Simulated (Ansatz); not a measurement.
# WO (septet): from Hartree-Fock to the top rungs, def2-QZVPP

The task here is to estimate one member of a computed series from the others.

Program: Ansatz 0.2.0, Gaussian basis. Level of theory: def2-QZVPP, core rule «outside noble gas», up to 5 orbitals frozen. These are calculated values, not measurements.

Plan: UHF; ROHF; CCSD(T) on UHF.

**The geometry**

The geometry is a PBE0/def2-TZVP stationary point (not a proven minimum). No spin-orbit coupling is included. Elements past krypton take def2 core potentials.

2 atoms, charge 0, spin multiplicity 7.

Atoms are counted from 1 here; the program's logs count them from 0.

Bond lengths: W1–O2 1.995 Å.

The first run:

Contents of in.yaml:

```yaml
crystal:
  periodic: [false, false, false]
  atoms:
    - {symbol: W, position_ang: [0.000000, 0.000000, 0.000000]}
    - {symbol: O, position_ang: [0.000000, 0.000000, 1.994600]}
basis:
  gaussian: {orbitals: "def2-QZVPP.json"}
magnetization: {spin_polarized: true, initial_magnetization: 6}
hamiltonian: {xc: hf}
output: {orbitals: {seedname: orbitals}}
```

Launch:

```bash
ansatz run in.yaml --threads 1 --pin off --events-out ev --progress --plain --max-ram 4096MiB --backend cpu
```

Steps of the session up to this table: UHF; ROHF; CCSD(T) on UHF.

One table of the session follows, with a row left open; its other results are not shown here.

```
  method  from UCCSD(T) (meV)
    ROHF              +9155.9
     UHF              +8877.2
    UMP2               +771.0
   UCCSD                    ?
UCCSD(T)                    0
```

**Question.** Estimate the row for UCCSD.

**Answer.** from UCCSD(T) (meV): +346.5. In the column «from UCCSD(T) (meV)» it lies between UCCSD(T) (0) and UMP2 (+771.0).
